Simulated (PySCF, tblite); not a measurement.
# AlGeH5O6, a small molecule taken as a stand-in for a surface group (oxygen-backed Ge): NMR shifts, core binding energies and electronic excitations

Aim: the NMR shifts, core binding energies and electronic excitations of `[OH][Al]([OH])[O][Ge]([OH])([OH])[OH]`.

Computed with tblite 0.8.0 and PySCF 2.14.0; each step states its level. No surroundings beyond the atoms listed, unless a continuum is named. Atoms count from 0, parts from 1.

## (1) The system as given

13 atoms, charge 0, multiplicity 1; geometry: distance geometry start.

## (2) Relaxing the cluster with GFN2-xTB

The job: settings as JSON, then the geometry in Å.

```
{"job": {"kind": "relax", "xc": "GFN2-xTB", "basis": "xTB"}, "charge": 0, "multiplicity": 1}
O      2.945864    -1.949979    -0.285814
Ge     1.244831    -1.191553    -0.241496
O      0.719708    -0.742417    -1.978638
O      0.055018    -2.398978     0.488052
O      1.285368     0.362411     0.795070
Al    -0.185986     1.084242     1.682791
O     -1.040226     2.540436     0.823144
O     -1.342783    -0.123410     2.528395
H      3.168382    -2.801936    -0.653438
H      1.334738    -0.482765    -2.675501
H     -0.051162    -2.582434     1.450755
H     -1.183198     2.592863    -0.139416
H     -1.244883    -1.089211     2.487569
```

Level: GFN2-xTB geometry optimisation, gas phase.

The run is started by

```sh
$ OMP_NUM_THREADS=1 python cluster_run.py task.json out
```

The driver reads the jobs from task.json and runs them one after another.

**Question.** The jobs that follow are: PBE0-D3(BJ)/def2-SVP geometry optimisation, gas phase; GIAO PBE0/pcSseg-1 NMR shielding, non-relativistic, gas phase; delta-SCF UKS SCAN, pcX-2 on the ionised atom, pcseg-1 elsewhere, spin-free X2C; TDDFT CAM-B3LYP/def2-SVPD, vertical, gas phase, core orbitals frozen in the response. Predict: point group; rotational constants (main isotopes); ¹H shifts against TMS (PBE0/pcSseg-1); ¹⁷O shifts against H2O (PBE0/pcSseg-1); ⁷³Ge shifts against GeMe4 (PBE0/pcSseg-1); ²⁷Al shifts against AlH4- (PBE0/pcSseg-1); surface potential, 1st and 99th percentile; O1s binding energies, SCAN/pcX-2 (standing for 4 of 6 atoms); Al2p binding energies, SCAN/pcX-2; lowest singlet (CAM-B3LYP/def2-SVPD); brightest single state of those computed; lowest triplet; vertical ionisation energy (ΔSCF); vertical electron affinity (ΔSCF).

As calculated:

```
                                                    quantity                                             value
                                                 point group                                                C1
                        rotational constants (main isotopes)                              2.49, 0.73, 0.67 GHz
                       ¹H shifts against TMS (PBE0/pcSseg-1)                  4.49, 1.61, 1.34, 1.33, 1.24 ppm
                      ¹⁷O shifts against H2O (PBE0/pcSseg-1)              65.2, 62.6, 47.8, 46.9, 8.6, 5.7 ppm
                   ⁷³Ge shifts against GeMe4 (PBE0/pcSseg-1)                                           -14 ppm
                   ²⁷Al shifts against AlH4- (PBE0/pcSseg-1)                                          15.1 ppm
                       surface potential, 1st and 99th percentile                                -1.57 V and 3.31 V
O1s binding energies, SCAN/pcX-2 (standing for 4 of 6 atoms)     O0 538.40, O2 538.33, O3 537.80, O4 537.52 eV
                           Al2p binding energies, SCAN/pcX-2                                      Al5 81.52 eV
                        lowest singlet (CAM-B3LYP/def2-SVPD)                       7.01 eV (177 nm), f = 0.011
                    brightest single state of those computed                       state 4, 7.41 eV, f = 0.077
                                              lowest triplet                                           6.71 eV
                           vertical ionisation energy (ΔSCF)                                          11.36 eV
                           vertical electron affinity (ΔSCF)  -0.04 eV (unbound: the value hangs on the basis)
```

**Reading.** Over 28 steps the energy fell by 0.460 eV; of the close pairs, Al5–O7 changed most, 1.643 to 1.708 Å (PBE0/def2-SVP). At PBE0/pcSseg-1: The widest tensor belongs to Al5: span 127 ppm, with a paramagnetic part of -323 ppm. By nearest atom (PBE0/pcSseg-1), the HOMO sits on O3 58 %; O2 25 % and the LUMO on Al5 29 %; O4, O6 about 13 % each. The O1s levels kept as sound span 0.88 eV, from O4 (oxygen bonded to Al, Ge) up to O0 (oxygen bonded to Ge, H). Only 4 of the 6 O atoms are covered by sound results. The first singlet state (HOMO→LUMO 0.61, HOMO→LUMO+1 0.11) lies at 7.01 eV and is weak; of the 6 states computed, the strongest absorption comes from state 4 at 7.41 eV. The lowest triplet lies 0.30 eV below the lowest singlet (triplets in Tamm-Dancoff, singlets in full TDDFT). ΔSCF puts the ionisation energy at 11.36 eV, 0.95 eV above −ε(HOMO). Spin-orbit coupling is left out, which matters for shieldings and couplings at and beside the heavy atoms. A capped cluster stands for the solid here, so long-range fields and strain are missing, and bands or shifts of the capping hydrogens have no counterpart in it.
